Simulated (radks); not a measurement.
# Nuclear size and the levels of Tm

An exercise on one series of results from a longer session: the logs are not shown, and one member is left open.

Method: Dirac Kohn-Sham, LDA (Slater exchange, Perdew-Wang correlation), spin-unpolarised, spherical densities, finite nucleus; open shells are shared between the two j in proportion to 2j + 1. Code: radks (a radial shooting solver on a logarithmic mesh, Libxc functionals) version 1.

## Starting point

| Quantity | Value |
| --- | --- |
| element | thulium (Z = 69) |
| charge | 0 |
| electrons | 69 |
| configuration | [Xe] 4f13 6s2 |
| nuclear rms radius | 5.2256 fm |

Outer shells as boxes (Hund's rule):

Tm
```
[Xe] core
4f [↑↓][↑↓][↑↓][↑↓][↑↓][↑↓][↑ ]
6s [↑↓]
```

Set-up of the first run:

Settings of this run:

```text
Z 69
configuration [Xe] 4f13 6s2 5d0 6p0
relativity Dirac
functional lda,pw
spin unpolarised
j_filling average
nucleus finite rms 5.2256 fm
c 137.035999084
```

Among the steps run: rms radius 5.2256 fm.

One of the session's tables, all rows but one given; the rest of the session is left out.

It belongs to the step «rms radius 5.2256 fm». From the orbitals of this run (lengths in bohr):

| level | <r> | outermost maximum (interpolated) | 90 % within | nodes |
| --- | --- | --- | --- | --- |
| 5p3/2 | 1.513 | 1.28 | 2.25 | 3 |
| 6s1/2 | 3.918 | 3.27 | 5.85 | 5 |
| 4f5/2 | 0.7981 | 0.492 | 1.40 | 0 |
| 4f7/2 | ? | ? | ? | ? |
| 6p1/2 | 5.430 | 4.42 | 8.26 | 4 |
| 6p3/2 | 5.882 | 4.80 | 8.93 | 4 |
| 5d3/2 | 3.465 | 2.06 | 6.04 | 2 |
| 5d5/2 | 3.704 | 2.17 | 6.47 | 2 |

**Question.** Estimate the row for 4f7/2.

**Answer.** <r>: 0.8232; outermost maximum (interpolated): 0.498; 90 % within: 1.45; nodes: 0. In the column «<r>» it lies between 4f5/2 (0.7981) and 5p3/2 (1.513).
